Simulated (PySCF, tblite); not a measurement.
# C5H5OP3: geometry, infrared bands and NMR shifts

Wanted: the infrared bands and NMR shifts of C5H5OP3 (`CC(=O)c1pcpcp1`), by calculation.

Computed with tblite 0.8.0 and PySCF 2.14.0, with density-fitted response routines of our own, on a single molecule in the gas phase. Atoms count from 0, in the outputs and in this text.

**1. The molecule as given**

14 atoms, charge 0, multiplicity 1; geometry from: force field or distance geometry start.

Bonds of the start (Å): C0–C1 1.50, C1–O2 1.25, C1–C3 1.46, C3–P4 1.75, P4–C5 1.74, C5–P6 1.75, P6–C7 1.75, C7–P8 1.74, P8–C3 1.74, C0–H9 1.10, C0–H10 1.10, C0–H11 1.13, C5–H12 1.09, C7–H13 1.08.

**2. Optimising the geometry with GFN2-xTB**

The job: settings as JSON, then the geometry in Å.

```
{"job": {"kind": "relax", "xc": "GFN2-xTB", "basis": "xTB"}, "charge": 0, "multiplicity": 1}
C      2.648200    -0.280600     0.504900
C      1.663300     0.512500    -0.302400
O      2.047200     1.418200    -1.070000
C      0.219300     0.278300    -0.232000
P     -0.513800    -0.941500     0.794200
C     -2.232400    -1.200200     0.847300
P     -3.272500    -0.199700    -0.148300
C     -2.563400     1.030700    -1.169700
P     -0.838900     1.252200    -1.207700
H      2.973800    -1.216300     0.019500
H      3.542000     0.291600     0.781800
H      2.118700    -0.628600     1.445900
H     -2.611700    -1.974900     1.517200
H     -3.180500     1.657700    -1.802800
```

Started as:

```console
$ OMP_NUM_THREADS=1 python probes_run.py task.json out
```

This one command runs all jobs of the session in turn.

**Question.** This job is followed by: GFN2-xTB harmonic vibrations, gas phase; GIAO PBE0/pcSseg-1 NMR shielding, non-relativistic, gas phase. Predict these results of the whole session: strongest single infrared mode (GFN2-xTB); zero-point energy (GFN2-xTB); 13C shifts against TMS (PBE0/pcSseg-1, means over atoms taken as alike); 1H shifts against TMS (PBE0/pcSseg-1, means over atoms taken as alike); 17O shifts against H2O (PBE0/pcSseg-1); 31P shifts against H3PO4 (PBE0/pcSseg-1, means over atoms taken as alike).

As calculated:

```
                                                                 quantity                          value
                                strongest single infrared mode (GFN2-xTB)          1224 cm⁻¹, 313 km/mol
                                             zero-point energy (GFN2-xTB)                  54.2 kcal/mol
  13C shifts against TMS (PBE0/pcSseg-1, means over atoms taken as alike)  204.0, 199.4, 189.1, 29.3 ppm
   1H shifts against TMS (PBE0/pcSseg-1, means over atoms taken as alike)                11.19, 2.96 ppm
                                   17O shifts against H2O (PBE0/pcSseg-1)                      642.9 ppm
31P shifts against H3PO4 (PBE0/pcSseg-1, means over atoms taken as alike)               300.6, 274.7 ppm
```

Over 69 steps the energy fell by 1.490 eV; of the close pairs, C0–H11 changed most, 1.134 to 1.089 Å. No mode is imaginary among the 36: a minimum at this level. GFN2-xTB is a fitted tight-binding method: band positions and strengths are rough. Its intensities can rank the bands wrongly. C1 (ketone carbonyl carbon) lies farthest downfield among carbon, at 204.0 ppm; low-lying n→π* states of the double bond to the heteroatom give a large paramagnetic term (-265 ppm). At PBE0/pcSseg-1: Shielding is most anisotropic at O2 (span 1233 ppm, paramagnetic term -706 ppm). NICS(1)zz of -22 ppm above the planar ring from C3 marks a diatropic (aromatic) ring current.
